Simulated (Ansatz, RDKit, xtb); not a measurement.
# C3H2ClFN2: which of the isomers drawn lies lowest?

Which of a sample of isomers of C3H2ClFN2 is the most stable in the gas at 298.15 K, and what are its properties? The sample is small against all isomers, and the most stable one of this formula need not be in it.

The funnel: GFN2-xTB relaxations, single points with a density functional, relaxations at B3LYP/def2-SVP, harmonic vibrations (at GFN2-xTB), and a last energy at a higher level. All values are calculated.

### 1 Drawing up candidates

Isomers were taken from a list of plausible structures; this is a sample, not all of them. That gives 4 candidates.

```csv
label,SMILES,spin
c320,Fc1cc(Cl)n[nH]1,singlet
c607,Fc1[nH]ncc1Cl,singlet
c653,Fc1c[nH]c(Cl)n1,singlet
c903,Fc1nc[nH]c1Cl,singlet
```

Candidates are built by distance geometry, with a force field where one applies, in up to four conformers (letters a to d).

Q: Predict the outcome of this search (final energies at CCSD(T)/def2-SVP + MP2/def2-TZVPP - MP2/def2-SVP).

| quantity | value |
| --- | --- |
| lowest structure found | Fc1c[nH]c(Cl)n1, singlet |
| next finalist | Fc1nc[nH]c1Cl, singlet, 2.1 kcal/mol higher in G |
| share at equilibrium, among the finalists | 97.3 % |

The search ends on `Fc1c[nH]c(Cl)n1`. The margin, 2.1 kcal/mol, is modest. GFN2-xTB, HF/STO-3G, r2SCAN-D4/def2-SVP, B3LYP/def2-SVP, HF/def2-SVP and MP2/def2-SVP already put its bonding pattern lowest among the structures in one piece. The search is not exhaustive (a finite list of starts, one conformer a finalist), so a lower isomer can't be ruled out. Only 4 drawn patterns were tried, so whole families of isomers are missing, and the result ranks this sample alone. The lowest isomer need not be the one that is made and kept in a bottle, which depends on barriers.
